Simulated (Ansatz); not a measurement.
# CH5AlO2: one species, many methods

The task here is to estimate one member of a computed series from the others.

Method: functionals in def2-TZVPP, the program's frozen cores in correlated methods; program: Ansatz 0.2.0, Gaussian basis.

Plan: LDA (SPW92), PBE-D4, revPBE-D4, BLYP-D4, r2SCAN-D4, B97M-V, PBE0-D4, B3LYP-D4, r2SCANh-D4, r2SCAN0-D4, HSE06-D4, BHLYP-D4, CAM-B3LYP-D4, LC-ωPBE, ωB97X-V, ωB97M-V, B2PLYP, PBE-QIDH; CCSD(T)/def2-SVP; CCSD(T)/def2-TZVPP; MP2/def2-QZVPP; extrapolation to the limit; RPA on PBE.

## The geometry

An earlier PBE0-D4 in a triple-zeta def2 set relaxation fixed the geometry.

9 atoms, charge 0, spin multiplicity 1.

Atoms are counted from 1 here; the program's logs count them from 0.

Bond lengths: O1–C2 1.522 Å, O1–Al3 1.972 Å, O1–H5 0.961 Å, C2–Al3 1.932 Å, C2–H6 1.087 Å, C2–H7 1.089 Å, Al3–O4 1.702 Å, Al3–H8 1.585 Å, O4–H9 0.955 Å. Angles: C2–O1–Al3 65.7°, C2–O1–H5 111.4°, Al3–O1–H5 123.0°, O1–C2–Al3 68.4°, O1–C2–H6 106.8°, O1–C2–H7 109.6°, Al3–C2–H6 125.6°, Al3–C2–H7 121.9°, H6–C2–H7 110.8°, O1–Al3–C2 45.9°, O1–Al3–O4 113.3°, O1–Al3–H8 108.7°, C2–Al3–O4 118.9°, C2–Al3–H8 119.5°, O4–Al3–H8 121.5°, Al3–O4–H9 122.3°.

The first run:

The input, in.yaml:

```yaml
crystal:
  periodic: [false, false, false]
  atoms:
    - {symbol: O, position_ang: [-0.624475, 0.530097, -0.955541]}
    - {symbol: C, position_ang: [0.882969, 0.417340, -0.777979]}
    - {symbol: Al, position_ang: [-0.068250, -0.535277, 0.608058]}
    - {symbol: O, position_ang: [-0.358969, 0.245367, 2.092746]}
    - {symbol: H, position_ang: [-0.909754, 0.134941, -1.783481]}
    - {symbol: H, position_ang: [1.266098, 1.431632, -0.699484]}
    - {symbol: H, position_ang: [1.314198, -0.094318, -1.636751]}
    - {symbol: H, position_ang: [-0.491267, -2.044300, 0.370089]}
    - {symbol: H, position_ang: [-0.922148, -0.131880, 2.765243]}
basis:
  gaussian: {orbitals: def2-TZVPP}
hamiltonian: {xc: lda}
output: {orbitals: {seedname: orbitals}}
```

Among the steps run: LDA; PBE-D4 (GGA); revPBE-D4 (GGA); BLYP-D4 (GGA); r2SCAN-D4 (meta-GGA); B97M-V (meta-GGA); PBE0-D4 (hybrid); B3LYP-D4 (hybrid); r2SCANh-D4 (hybrid); r2SCAN0-D4 (hybrid); HSE06-D4 (hybrid); BHLYP-D4 (hybrid); CAM-B3LYP-D4 (range-separated); LC-ωPBE (range-separated); ωB97X-V (range-separated); ωB97M-V (range-separated); B2PLYP (double hybrid); PBE-QIDH (double hybrid).

One of the session's tables, all rows but one given; the rest of the session is left out.

It belongs to the step «Frontier levels by functional». 

| functional | HOMO (eV) | gap (eV) |
| --- | --- | --- |
| LDA (SPW92) | -6.15 | 5.18 |
| PBE-D4 | -6.02 | 5.22 |
| revPBE-D4 | -5.97 | 5.25 |
| BLYP-D4 | ? | ? |
| r2SCAN-D4 | -6.29 | 6.07 |
| B97M-V | -6.40 | 5.86 |
| PBE0-D4 | -7.38 | 7.49 |
| B3LYP-D4 | -7.18 | 6.96 |
| r2SCANh-D4 | -6.80 | 6.86 |
| r2SCAN0-D4 | -7.56 | 8.02 |
| HSE06-D4 | -6.97 | 6.71 |
| BHLYP-D4 | -8.68 | 9.51 |
| CAM-B3LYP-D4 | -8.82 | 9.77 |
| LC-ωPBE | -10.21 | 12.43 |
| ωB97X-V | -9.84 | 11.88 |
| ωB97M-V | -9.69 | 11.33 |

Estimate the missing values for BLYP-D4.

Worked estimate for «HOMO (eV)». Against the share of exact exchange, B3LYP-D4 (0.2, -7.18), BHLYP-D4 (0.5, -8.68) give a slope of -5.00 per unit share; at 0 the line stands at -6.18.

The run gave: HOMO (eV): -5.93; gap (eV): 5.14. In «HOMO (eV)» the line misses by -0.25.
